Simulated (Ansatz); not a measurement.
# Mg: the cost of one run

Computed with Ansatz 0.2.0 (DFT r2SCAN, scalar-relativistic, plane waves, PAW, unless a step's input says otherwise).

3 further runs of the same task are left out: 1 for a known fault of the program, 1 that didn't finish, 1 set aside as unsound or not needed.

## Step 1: The system as given

Symmetry: Im-3m, No. 229, cubic system. Conventional cell: a = 3.558 Å, b = 3.558 Å, c = 3.558 Å, α = 90.00°, β = 90.00°, γ = 90.00°. Around Mg (site symmetry m-3m) lie 8 Mg at 3.08 Å.

As a file:

```xyz
1
Lattice="-1.7788 1.7788 1.7788 1.7788 -1.7788 1.7788 1.7788 1.7788 -1.7788" Properties=species:S:1:pos:R:3 pbc="T T T"
Mg    0.0000    0.0000    0.0000
```

It goes back to an entry of the Materials Project, which need not be the stable form.

It is the result of an earlier relaxation at this level (volume 22.51 Å³/atom; gap on the mesh: none (metal)).

## Step 2: Building the zigzag chain

A free-standing chain of the crystal's atoms, periodic along c. Atoms and period relax; energies count from the bulk, -1926.3786 eV an atom.

The cell holds 2 Mg: a = 10.200 Å, b = 9.300 Å, c = 4.991 Å, α = 90.00°, β = 90.00°, γ = 90.00°.

## Step 3: Relaxing it

Pressure and volume refer to the whole cell with its vacuum; only the period along c may change.

input.yaml reads:

```yaml
crystal:
  lattice:
    - [10.2, 0.0, 0.0]
    - [0.0, 9.3, 0.0]
    - [0.0, 0.0, 4.9910944482]
  atoms:
    - { symbol: Mg, position: [0.4388346269, 0.5, 0.0], spin: 0.5 }
    - { symbol: Mg, position: [0.5611653731, 0.5, 0.5], spin: 0.5 }
basis:
  ecutwfc: 500
kpoints:
  mp_grid: { grid: [1, 1, 13] }
hamiltonian:
  xc: r2scan
scf:
  occupations: { method: gaussian, width: 0.05 }
output:
  forces: true
  stress: true
  eigenvalues: true
  populations: true
  write_density: true
  write_potential: true
  elf: true
  volumetric_format: npy
magnetization:
  spin_polarized: true
relax:
  adjacent_minimum: "off"
  f_tol: 0.01
  max_steps: 45
  cell: { fix: [a, b, alpha, beta, gamma], stress_tol: 0.03 }
```

Started as:

```console
$ ansatz run input.yaml --threads 2 --pin off --max-ram 5120MiB --backend cpu --events-out ev --progress --plain --runs-dir out
```

What time and memory should one allow on 2 threads of Intel Xeon Platinum 8488C (Sapphire Rapids), shared host?

About 9.8 min, with a peak of 1.7 GiB.
